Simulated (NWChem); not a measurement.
# One shape, several levels: CH4Se (SMILES C[SeH])

We compute a comparison of 6 runs (HF/STO-3G, HF/cc-pVDZ, HF/def2-SVPD, r2SCAN/6-31G, PBE/def2-SVP, MP2/6-31G**) of CH4Se. 

The results are computed with NWChem 7.3.0.

2 further runs of the same task are left out: 2 set aside as unsound or not needed.

## 1. The system as given

CH4Se: 6 atoms, total charge 0, spin state singlet. As SMILES, `C[SeH]`. The shape is that of a PBE0-D4/def2-TZVP optimisation.

Bond lengths: C1–Se2 1.949 Å, C1–H3 1.087 Å, C1–H4 1.089 Å, C1–H5 1.088 Å, Se2–H6 1.468 Å. Angles: C1–Se2–H6 95.4°, Se2–C1–H3 110.6°, Se2–C1–H4 106.0°, Se2–C1–H5 110.6°, H3–C1–H4 109.3°, H3–C1–H5 110.9°, H4–C1–H5 109.3°.

## 2. Energy and gradient at HF/STO-3G (run 1)

Contents of ch4se.nw:

```
START ch4se
TITLE "CH4Se"
memory total 2200 mb

GEOMETRY units angstrom noautosym nocenter noautoz
  C     -0.134400    -0.353500    -0.393800
  Se     0.854300     0.256800     1.170700
  H     -1.197900    -0.413200    -0.174800
  H      0.243900    -1.350000    -0.617200
  H      0.051300     0.300400    -1.242700
  H      0.182800     1.559600     1.257800
END

BASIS spherical bse
  C library STO-3G
  Se library STO-3G
  H library STO-3G
END

SCF
  thresh 1e-08
  maxiter 80
  noprint "final vectors analysis"
END

TASK scf gradient
```

Command:

```
$ nwchem ch4se.nw > ch4se.out
```

What it wrote:

```text
[...]
  functions       =    27
[...]
  wavefunction    = RHF
[...]
         Total SCF energy =  -2413.276502381568
      One-electron energy =  -3578.461209151738
      Two-electron energy =   1064.711954891312
 Nuclear repulsion energy =    100.472751878858
        Time for solution =      1.0s
[...]
                         RHF ENERGY GRADIENTS
    atom               coordinates                        gradient
                 x          y          z           x          y          z
   1 C      -0.253979  -0.668018  -0.744174   -0.010588   0.000703  -0.011829
   2 Se      1.614393   0.485282   2.212302    0.011053  -0.012781   0.004364
   3 H      -2.263703  -0.780835  -0.330324   -0.001836  -0.000550   0.003983
   4 H       0.460904  -2.551130  -1.166339    0.004675  -0.003990   0.002797
   5 H       0.096943   0.567674  -2.348362    0.003578   0.002565  -0.000683
   6 H       0.345442   2.947217   2.376897   -0.006881   0.014054   0.001368
[...]
```

Wall time 2.1 s (1 thread of AMD EPYC 7B13 (Zen 3), shared host); peak memory 0.099 GiB.

## 3. Energy and forces at HF/cc-pVDZ (run 2)

Contents of ch4se.nw:

```
start ch4se
memory total 2200 mb

geometry noautosym nocenter noautoz
  C       -0.134400      -0.353500      -0.393800
  Se       0.854300       0.256800       1.170700
  H       -1.197900      -0.413200      -0.174800
  H        0.243900      -1.350000      -0.617200
  H        0.051300       0.300400      -1.242700
  H        0.182800       1.559600       1.257800
end

basis spherical bse
  * library cc-pVDZ
end

scf
  thresh 1e-08
  maxiter 80
end

task scf gradient
```

Command:

```
$ nwchem ch4se.nw > ch4se.out
```

What it wrote:

```text
[...]
  functions       =    61
[...]
  wavefunction    = RHF
[...]
         Total SCF energy =  -2440.003473956826
      One-electron energy =  -3597.117315843880
      Two-electron energy =   1056.641090008195
 Nuclear repulsion energy =    100.472751878858
        Time for solution =     60.4s
[...]
                         RHF ENERGY GRADIENTS
    atom               coordinates                        gradient
                 x          y          z           x          y          z
   1 C      -0.253979  -0.668018  -0.744174    0.000046   0.002417   0.001743
   2 Se      1.614393   0.485282   2.212302    0.002168  -0.005872  -0.001400
   3 H      -2.263703  -0.780835  -0.330324   -0.000193  -0.000226   0.000243
   4 H       0.460904  -2.551130  -1.166339    0.000502  -0.000074   0.000534
   5 H       0.096943   0.567674  -2.348362    0.000334   0.000091  -0.000237
   6 H       0.345442   2.947217   2.376897   -0.002857   0.003664  -0.000883
[...]
```

Run time: 83 s. Hardware: 1 thread of AMD EPYC 7B13 (Zen 3), shared host; peak memory 0.1 GiB.

Runs 3 to 5 aren't shown in full; the table further down has their settings and results.

## 4. Energy and gradient at MP2/6-31G(d,p) (spherical functions) (run 6)

Contents of ch4se.nw:

```
START ch4se
TITLE "CH4Se mp2"
memory stack 880 mb heap 220 mb global 1100 mb
GEOMETRY noautosym nocenter noautoz
  C       -0.134400      -0.353500      -0.393800
  Se       0.854300       0.256800       1.170700
  H       -1.197900      -0.413200      -0.174800
  H        0.243900      -1.350000      -0.617200
  H        0.051300       0.300400      -1.242700
  H        0.182800       1.559600       1.257800
END
BASIS spherical bse
  * library 6-31G**
END
SCF
  thresh 1e-08
  maxiter 80
END
MP2
  freeze core 10
  tight
END
TASK mp2 gradient
```

Command:

```
$ nwchem ch4se.nw > ch4se.out
```

What it wrote:

```text
[...]
  functions       =    66
[...]
  wavefunction    = RHF
[...]
         Total SCF energy =  -2439.731516477869
      One-electron energy =  -3596.849651329127
      Two-electron energy =   1056.645382972398
 Nuclear repulsion energy =    100.472751878858
        Time for solution =     11.3s
[...]
          Total MP2 energy         -2440.143433042376
[...]
                         mp2 ENERGY GRADIENTS
    atom               coordinates                        gradient
                 x          y          z           x          y          z
   1 C      -0.253979  -0.668018  -0.744174    0.001717   0.001129   0.002832
   2 Se      1.614393   0.485282   2.212302    0.001210  -0.006639  -0.003034
   3 H      -2.263703  -0.780835  -0.330324   -0.001618  -0.000057   0.000815
   4 H       0.460904  -2.551130  -1.166339    0.000855  -0.001690  -0.000134
   5 H       0.096943   0.567674  -2.348362    0.000676   0.001268  -0.001174
   6 H       0.345442   2.947217   2.376897   -0.002839   0.005990   0.000695
[...]
```

Run time: 32 s. Hardware: 1 thread of AMD EPYC 7B13 (Zen 3), shared host; peak memory 0.16 GiB.

## 5. The series

| run | level | iteration cap | module | energy (Eh) | dipole moment (D) | largest force (eV/Å) | wall time |
| --- | --- | --- | --- | --- | --- | --- | --- |
| 1 | HF/STO-3G | 80 | scf | -2413.276502 | 1.55 | 0.897 | 2.1 s |
| 2 | HF/cc-pVDZ | 80 | scf | -2440.003474 | 1.51 | 0.330 | 83 s |
| 3 | HF/def2-SVPD | 80 | scf | -2439.711498 | – | 0.425 | 23 s |
| 4 | r2SCAN/6-31G | 100 | dft | -2441.617023 | 1.80 | 0.947 | 16 s |
| 5 | PBE/def2-SVP | 100 | dft | -2441.310100 | 1.34 | 0.614 | 18 s |
| 6 | MP2/6-31G** (spherical functions) | 80 | mp2 | -2440.143433 | 1.62 | 0.380 | 32 s |

## 6. Results

```
                                                      quantity           value
                                           run 6: total energy  -2440.14343 Eh
run 6: dipole moment (of the density that the program reports)          1.62 D
                    run 6: HOMO energy (Hartree–Fock orbitals)        -9.07 eV
                    run 6: LUMO energy (Hartree–Fock orbitals)         4.00 eV
                  run 6: HOMO–LUMO gap (Hartree–Fock orbitals)        13.06 eV
           run 6: correlation energy (10 core orbitals frozen)      -411.9 mEh
                               run 6: largest force on an atom      0.380 eV/Å
```

**Reading.** Over runs 1, 2, 4, 5, 6 the dipole moment (its size) runs from 1.34 D (PBE/def2-SVP) to 1.80 D (r2SCAN/6-31G). The two ends differ in method and basis. Over runs 2, 4, 5 the HOMO–LUMO gap runs from 4.69 eV (PBE/def2-SVP) to 12.86 eV (HF/cc-pVDZ). Totals of different functionals can't be ranked against each other. In run 1 the basis is minimal, so the values are rough. All runs together took 2.9 min, the longest 83 s.
